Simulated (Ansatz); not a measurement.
# BiTe (R-3m) in Ansatz: a series of runs

One crystal, BiTe, is run at these levels: revPBE, BLYP, r2SCAN; tasks: band structure.

Everything below comes from runs of Ansatz 0.2.0. Logs are shortened: lines on timing, memory, paths and dates and some standing lists are left out, and cuts for length are marked.

## Step 1: The structure

It takes space group R-3m (No. 166, trigonal). Conventional cell: a = 4.845 Å, b = 4.845 Å, c = 9.952 Å, α = 90.00°, β = 90.00°, γ = 120.00°. Around Bi (site symmetry -3m) lie 6 Te at 3.25 Å. Around Te (site symmetry -3m) lie 6 Bi at 3.25 Å.

The cell comes from a database or a generator and needn't be the stable form of this composition.

## Step 2: Band structure, revPBE

input.yaml

```yaml
crystal:
  lattice:
    - [2.4227077728, 1.3987509848, 3.3172919545]
    - [-2.4227077728, 1.3987509848, 3.3172919545]
    - [0.0, -2.7975019696, 3.3172919545]
  atoms:
    - { symbol: Bi, position: [0.5, 0.5, 0.5] }
    - { symbol: Te, position: [0.0, 0.0, 0.0] }
hamiltonian:
  xc: revpbe
  pseudopotentials: { kind: paw }
kpoints:
  mp_grid: { grid: [7, 7, 7] }
  band_path:
    path:
      - [[0.0, 0.0, 0.0], [0.5, 0.0, 0.0], [0.5, 0.2851949954, -0.2851949954]]
      - [[0.7148050046, 0.5, 0.2851949954], [0.5, 0.5, 0.5], [0.0, 0.0, 0.0], [0.3925974977, 0.0, -0.3925974977]]
      - [[0.6074025023, 0.3925974977, 0.0], [0.5, 0.5, 0.0], [0.6074025023, 0.6074025023, 0.2851949954], [0.5, 0.5, 0.5]]
      - [[0.5, 0.0, 0.0], [0.7148050046, 0.3925974977, 0.3925974977]]
    npoints: 14
scf:
  occupations: { method: fermi_dirac, width: 0.05 }
  n_extra_bands: 6
output:
  forces: true
  stress: true
  eigenvalues: true
  fatbands: false
  write_density: true
  write_potential: true
  elf: true
  volumetric_format: npy
```

Potentials or basis: Ansatz PAW.

Command:

```
$ ansatz run input.yaml --threads 2 --pin off --max-ram 5632MiB --backend cpu --events-out ev --progress --plain --runs-dir out
```

The program printed:

```text
Warning: RAYON_NUM_THREADS=2 ignored (pool sized by the plan → 2); use --threads N
scf.n_extra_bands = 6 over 16 filled bands (N_el = 31.0): the run solves 22 bands
Engine: ansatz 0.2.0, x86_64-unknown-linux-gnu
Pseudopotentials: kind: paw
Pseudopotential: Bi, paw, valence charge 15, recommended cutoff 420 eV (normal), Bi.paw.azcp
Pseudopotential: Te, paw, valence charge 16, recommended cutoff 420 eV (normal), Te.paw.azcp
Functional definition: revPBE
  parameter kappa = 1.245
  parameter beta = 0.06672455060314922
  exchange = pbe_x(kappa = kappa, mu = beta*pi^2/3)
  correlation = pbe_c(beta = beta)
Crystal: 2 atoms, lattice volume = 67.449 Å³
Basis set: ecut = 420 eV, 1307 PW (Γ), exchange–correlation on 60×60×60 points (8 copies of the dense FFT grid, shifted against one another)
Bands: 22, of which v1, the nominal top of the filled ones, is band 16 counted from 1 (15 counted from 0)
Symmetry: 12 space group operations
Space group: R-3m (ITA 166), of the structure as read, at distance tolerance 4.1e-5 Å
k-points: 44 of 343
Non-local potential: Bi, projectors of the file, l = 0: 2, l = 1: 2, l = 2: 2, l = 3: 2
Non-local potential: Te, projectors of the file, l = 0: 2, l = 1: 2, l = 2: 2, l = 3: 2
PAW form: soft (Blöchl's): semilocal exchange-correlation on the pseudo side does not see the compensation charge
PAW frozen core: Bi, regenerated for the run's functional, and the local potential with it (the file was generated under x = pbe(κ = 0.804, μ = 0.2195149727645171), c = pbe(β = 0.06672455060314922))
PAW frozen core: Te, regenerated for the run's functional, and the local potential with it (the file was generated under x = pbe(κ = 0.804, μ = 0.2195149727645171), c = pbe(β = 0.06672455060314922))
PAW one-centre angular grid: Bi, 590 points (default); XC on 64 Gauss nodes
PAW one-centre angular grid: Te, 590 points (default); XC on 64 Gauss nodes
Initial density: superposition of atomic densities (neutral atoms: chi_scale 0, normalization atom), corrected by the library's trained network
Initial wavefunctions: pseudopotential atomic-orbital guess
Functional: x = revpbe(κ = 1.245, μ = 0.2195149727645171), c = pbe(β = 0.06672455060314922)
SCF iter   1: F=—  HF=-19394.030441 eV  |F-HF|=—  |Δ(HF+E_count)|=         —  Δρ=1.25e-3  dr2=7.46e-4  ethr=1.77e-3  ⟨swp⟩=7.5  Hψ=5314  notcnv=0  defer=2
preconditioner: auto → Kerker (q_TF=auto, 2.397 Å⁻¹)  [metal: Δε(μ)=0.073 eV  Ē_g=10.936 eV  σ=0.050 eV  W_gap=0.35  n_scr=14 (ndim 8)  ℏωp=15.0 eV  f_vac=0.001  D(μ)=1.35/eV (n_scr^D=8)]
SCF iter   2: F=—  HF=-19394.028964 eV  |F-HF|=—  |Δ(HF+E_count)|=   1.48e-3  Δρ=4.44e-4  dr2=8.68e-5  ethr=2.41e-6  ⟨swp⟩=2.9  Hψ=2261  notcnv=0  defer=12
SCF iter   3: F=—  HF=-19394.029065 eV  |F-HF|=—  |Δ(HF+E_count)|=   1.00e-4  Δρ=2.51e-4  dr2=3.31e-5  ethr=2.80e-7  ⟨swp⟩=2.2  Hψ=1126  notcnv=0  defer=12
SCF iter   4: F=—  HF=-19394.029105 eV  |F-HF|=—  |Δ(HF+E_count)|=   4.03e-5  Δρ=4.33e-5  dr2=1.90e-6  ethr=1.07e-7  ⟨swp⟩=2.0  Hψ=1155  notcnv=0  defer=12
SCF iter   5: F=—  HF=-19394.029107 eV  |F-HF|=—  |Δ(HF+E_count)|=   2.43e-6  Δρ=1.85e-5  dr2=3.18e-7  ethr=6.12e-9  ⟨swp⟩=2.1  Hψ=1284  notcnv=0  defer=12
SCF iter   6: F=-19394.029108 eV  HF=-19394.029108 eV  |F-HF|=2.32e-8  |Δ(HF+E_count)|=   4.44e-7  Δρ=5.05e-6  dr2=2.40e-8  ethr=3.23e-10  ⟨swp⟩=14.1  Hψ=8037  notcnv=0
SCF 1 converged in 6 iterations: F = -19394.029108 eV  dr2 = 2.40e-8
NSCF: frozen V_eff on 130 k-points
SCF converged after 6 iterations
Free energy (F): -19394.029108 eV
Harris-Foulkes:  -19394.029108 eV  (|F-HF|=2.32e-8)
Internal energy: -19394.017002 eV  (E = F + TS)
E sigma→0 (E₀):  -19394.023055 eV
Entropy (-TS):   -0.012106 eV (-6.053 meV/atom)
Fermi energy:    9.956429 eV
--- Per-component energies (eV) ---
  E_band       = -360.711052
  E_kinetic    = 481.011498
  E_local      = -2739.995595  (includes V_loc(G=0)·N_el)
  E_nonlocal   = 249.289608
  E_hartree    = 1280.773896
  E_xc         = -275.628866
  E_vxc        = -247.777655  (∫ρ·V_xc dr)
  E_paw        = -15342.379266  (= ΣΔE_a)
  E_vpaw       = -664.781037  (= ΣTr[D̂ρ^β])
  E_aug_tail   = -0.000582  (compensation charges beyond the density's cutoff)
  E_ewald      = -3047.100929
  E_core_change = 0.013234  (= ΣΔE_core)
  E_smearing   = -0.012106  (= −TS)
  E_closure    = 0.000000  (closes the sum)
  Σ components = -19394.029108   (vs F -19394.029108, Δ=0.00e0)
--- Forces (eV/Å), atoms counted from 1 ---
  atom   1  Bi     0.00000000     0.00000000     0.00000000
  atom   2  Te     0.00000000     0.00000000     0.00000000
  max |Σ_I F_I| component: 3.29e-32 eV/Å
--- Stress (GPa, compression-positive) ---
        1.158635       0.000000      -0.000000
        0.000000       1.158635      -0.000000
       -0.000000       0.000000       0.970595
  P = ⅓ Tr σ = 1.0960 GPa (10.960 kbar)
--- Band table (eV; the first three rows and the last of 44) ---
  k-point 0: bands = ["-27.3037", "-27.3037", "-27.2637", "-27.2637", "-27.2480", "-13.3612", "-13.3612", "-13.3417", "-13.3417", "-13.3264", "-3.5326", "1.6906", "7.0191", "7.0191", "8.3213", "11.8211", "12.4566", "12.4566", "14.0288", "14.0288", "16.2259", "16.6234"]
  k-point 1: bands = ["-27.3037", "-27.3037", "-27.2637", "-27.2635", "-27.2480", "-13.3610", "-13.3608", "-13.3428", "-13.3405", "-13.3260", "-3.3589", "1.2525", "7.1346", "7.2888", "8.2501", "11.2055", "11.7491", "11.8779", "14.3147", "14.5120", "16.3916", "17.2445"]
  k-point 2: bands = ["-27.3036", "-27.3036", "-27.2638", "-27.2631", "-27.2480", "-13.3611", "-13.3600", "-13.3453", "-13.3381", "-13.3246", "-2.8468", "0.2287", "7.4746", "7.7704", "8.3275", "10.0722", "10.5225", "11.0256", "15.1332", "15.1791", "17.4905", "18.6862"]
  k-point 43: bands = ["-27.3037", "-27.3036", "-27.2625", "-27.2625", "-27.2480", "-13.3661", "-13.3648", "-13.3305", "-13.3300", "-13.3281", "-1.3099", "-0.8775", "6.1139", "7.0945", "7.2219", "9.1875", "9.3960", "10.6406", "17.0528", "17.6428", "18.1745", "20.1624"]
```

Wall time 8.6 s (2 threads of Intel Xeon at 2.50GHz (Skylake/Cascade Lake), shared host); peak memory 0.42 GiB.

Results:

```
Free energy            : -19394.0291 eV
Pressure               : 1.1 GPa
Band gap on the k mesh : none (metal or under the smearing width)
```

Levels at the corners of the path, in eV from the Fermi level:
```tsv
point	band 11	band 12	band 13	band 14	band 15	band 16	band 17	band 18	band 19	band 20
Γ	-13.49	-8.27	-2.94	-2.94	-1.64	1.86	2.50	2.50	4.07	4.07
L	-11.58	-11.35	-1.88	-1.84	-1.05	-0.95	-0.62	0.30	6.74	6.87
B1	-11.11	-10.84	-4.89	-4.88	-1.78	-0.61	3.20	3.57	5.53	5.72
B	-11.11	-10.84	-4.89	-4.88	-1.78	-0.61	3.20	3.57	5.53	5.72
Z	-11.24	-10.94	-2.38	-2.38	-2.24	-1.55	-1.28	-1.28	8.00	8.60
Γ	-13.49	-8.27	-2.94	-2.94	-1.64	1.86	2.50	2.50	4.07	4.07
X	-11.46	-10.60	-5.36	-3.74	-3.00	2.04	2.39	3.24	4.22	8.51
Q	-11.46	-10.60	-5.36	-3.74	-3.00	2.04	2.39	3.24	4.22	8.51
F	-11.70	-9.97	-5.62	-4.50	-3.32	2.43	3.06	3.58	4.57	8.26
P1	-11.23	-10.70	-5.09	-3.79	-3.32	0.94	1.29	3.44	5.11	7.35
Z	-11.24	-10.94	-2.38	-2.38	-2.24	-1.55	-1.28	-1.28	8.00	8.60
L	-11.58	-11.35	-1.88	-1.84	-1.05	-0.95	-0.62	0.30	6.74	6.87
P	-11.23	-10.70	-5.09	-3.79	-3.32	0.94	1.29	3.44	5.11	7.35
```

Caveat: spin-orbit coupling is left out, which moves the levels of the heavy elements; the PAW data sets come from PBE, with cores solved anew for the run's functional, which leaves a small shift of forces and pressure.

## Step 3: Band structure, BLYP

input.yaml, as its differences from that of step 2:

```diff
@@ -9,3 +9,3 @@
 hamiltonian:
-  xc: revpbe
+  xc: blyp
   pseudopotentials: { kind: paw }
@@ -28,5 +28 @@
   fatbands: false
-  write_density: true
-  write_potential: true
-  elf: true
-  volumetric_format: npy
```

Potentials or basis: Ansatz PAW.

Command:

```
$ ansatz run input.yaml --threads 2 --pin off --max-ram 5632MiB --backend cpu --events-out ev --progress --plain --runs-dir out
```

Wall time 7.6 s (2 threads of Intel Xeon at 2.50GHz (Skylake/Cascade Lake), shared host); peak memory 0.4 GiB.

The run converged. Its results:

| Property | Result |
| --- | --- |
| Free energy | -19422.5085 eV |
| Pressure | 3.8 GPa |
| Band gap on the k mesh | none (metal or under the smearing width) |

Stress tensor (GPa, compression positive):
```
3.74 0.00 0.00
0.00 3.74 0.00
0.00 0.00 3.98
```

Levels at the corners of the path, in eV from the Fermi level:
```tsv
point	band 12	band 13	band 14	band 15	band 16	band 17	band 18	band 19
Γ	-8.44	-2.92	-2.92	-1.64	1.77	2.44	2.44	4.36
L	-11.44	-1.84	-1.80	-1.05	-0.91	-0.61	0.27	6.97
B1	-10.96	-4.79	-4.79	-1.75	-0.60	3.15	3.50	5.79
B	-10.96	-4.79	-4.79	-1.75	-0.60	3.15	3.50	5.79
Z	-11.05	-2.32	-2.32	-2.18	-1.49	-1.24	-1.24	8.26
Γ	-8.44	-2.92	-2.92	-1.64	1.77	2.44	2.44	4.36
X	-10.71	-5.26	-3.69	-2.96	1.99	2.38	3.53	4.11
Q	-10.71	-5.26	-3.69	-2.96	1.99	2.38	3.53	4.11
F	-10.10	-5.50	-4.43	-3.29	2.76	2.96	3.50	4.44
P1	-10.82	-4.99	-3.72	-3.25	0.94	1.27	3.38	5.37
Z	-11.05	-2.32	-2.32	-2.18	-1.49	-1.24	-1.24	8.26
L	-11.44	-1.84	-1.80	-1.05	-0.91	-0.61	0.27	6.97
P	-10.82	-4.99	-3.72	-3.25	0.94	1.27	3.38	5.37
```

Caveat: spin-orbit coupling is left out, which moves the levels of the heavy elements; the PAW data sets come from PBE, with cores solved anew for the run's functional, which leaves a small shift of forces and pressure.

[end of part 1 of 2]
